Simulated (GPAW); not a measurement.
# NiMoIrPdW in GPAW: the effect of functional

NiMoIrPdW:

```
CELL_PARAMETERS angstrom
4.14670 0.00000 0.00000
-2.07335 3.59115 0.00000
0.00000 0.00000 5.41629
ATOMIC_POSITIONS crystal
Ni 0.00000 0.00000 0.02221
Mo 0.66667 0.33333 0.45996
Pd 0.33333 0.66667 0.74601
Ir 0.33333 0.66667 0.25641
W 0.66667 0.33333 0.99985
```

The cell was built by a generator and needn't be a form met in nature.

Alike in all runs:

| Quantity | Value |
| --- | --- |
| Program | GPAW 26.7.0 |
| Task | band structure |
| Cutoff | 600 eV |
| Basis | pw |
| k mesh | 5 × 5 × 4 |
| Occupations | fermi-dirac, width 0.05 eV |
| Spin | collinear spin, ferromagnetic start |
| Starting moments | [1.0, 1.0, 0.0, 0.6, 0.0] μB |

Problem. One run gave: pressure -4.1 GPa; largest force 0.10 eV/Å. Which functional did it use?
A. revPBE
B. BLYP
C. RPBE
D. TPSS
E. PW91

Solution. D.

```tsv
functional	potentials or basis	pressure (GPa)	largest force (eV/Å)
RPBE	the program's PAW data sets (release 1.2.1) made for this functional	4.4	0.13
revPBE	the program's PAW data sets (release 1.2.1) made for this functional	3.3	0.12
BLYP	PAW data sets generated in the run's folder for this functional	8.8	0.42
SCAN	GPAW PAW data sets (gpaw-data 1.2.1)	-9.0	0.61
TPSS	GPAW PAW data sets (gpaw-data 1.2.1)	-4.1	0.10
PBE	GPAW PAW data sets (gpaw-data 1.2.1)	0.3	0.11
LDA	the program's PAW data sets (release 1.2.1) made for this functional	-13.1	0.48
PBEsol	PAW data sets generated in the run's folder for this functional	-7.6	0.23
AM05	PAW data sets generated in the run's folder for this functional	-8.6	0.26
PW91	PAW data sets generated in the run's folder for this functional	0.2	0.17
r2SCAN	GPAW PAW data sets (gpaw-data 1.2.1)	-3.8	0.41
```

Caveats: the stock nickel data set gives pressures a few GPa off other programs; the PAW data sets were made with another functional, which shifts forces and pressure a little (some runs).

Not every run made on this cell is shown here.
